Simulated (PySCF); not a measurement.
# CH10OSSi4: electronic excitations

Aim: predict the electronic excitations of CH10OSSi4 (`[SiH3]O[SiH2][Si@@H]1C[SiH2]S1`).

Computed with PySCF 2.14.0, with density-fitted response routines of our own, on a single molecule in the gas phase. Atoms count from 0, in the outputs and in this text.

## (1) Starting geometry

17 atoms, charge 0, multiplicity 1; geometry from: GFN2-xTB.

Bonds of the start (Å): Si0–O1 1.62, O1–Si2 1.62, Si2–Si3 2.29, Si3–C4 1.92, C4–Si5 1.91, Si5–S6 2.15, S6–Si3 2.20, Si0–H7 1.46, Si0–H8 1.46, Si0–H9 1.46, Si2–H10 1.47, Si2–H11 1.47, Si3–H12 1.47, C4–H13 1.09, C4–H14 1.09, Si5–H15 1.46, Si5–H16 1.46.

## (2) Excited states and response: CAM-B3LYP/def2-SVPD

The job: settings as JSON, then the geometry in Å.

```
{"job": {"kind": "uv", "xc": "CAM-B3LYP", "basis": "def2-SVPD", "nstates": 8, "ntriplets": 3}, "charge": 0, "multiplicity": 1}
Si     3.610222    -0.016747     0.768519
O      2.155383     0.154253     0.073143
Si     1.105287     0.281816    -1.157975
Si    -0.844095     0.780193    -0.054223
C     -1.941570    -0.666745     0.580576
Si    -3.435110    -0.317556    -0.556348
S     -2.428134     1.337312    -1.481921
H      4.512928    -0.665667    -0.178929
H      4.057111     1.331624     1.105266
H      3.349240    -0.844088     1.942642
H      1.622845     1.298081    -2.078374
H      1.130135    -1.009891    -1.860181
H     -0.873916     1.850881     0.956066
H     -2.183950    -0.606545     1.639389
H     -1.505766    -1.650462     0.416850
H     -3.704264    -1.364364    -1.531482
H     -4.633346     0.119935     0.144529
```

Method: TDDFT CAM-B3LYP/def2-SVPD, vertical, gas phase, core orbitals frozen in the response.

On the command line:

```console
$ OMP_NUM_THREADS=1 python probes_run.py task.json out
```

This one command runs all jobs of the session in turn.

Predict these results of the whole session: lowest singlet (CAM-B3LYP/def2-SVPD); brightest single state of those computed; lowest triplet.

As calculated:

| quantity | value |
| --- | --- |
| lowest singlet (CAM-B3LYP/def2-SVPD) | 4.90 eV (253 nm), f = 0.007 |
| brightest single state of those computed | state 5, 6.10 eV, f = 0.022 |
| lowest triplet | 4.59 eV |

What this shows: The lowest singlet, at 4.90 eV, is HOMO→LUMO 0.90 and is weak; of the 8 states computed, the strongest absorption comes from state 5 at 6.10 eV. The lowest triplet lies 0.31 eV below the lowest singlet (triplets in Tamm-Dancoff, singlets in full TDDFT).
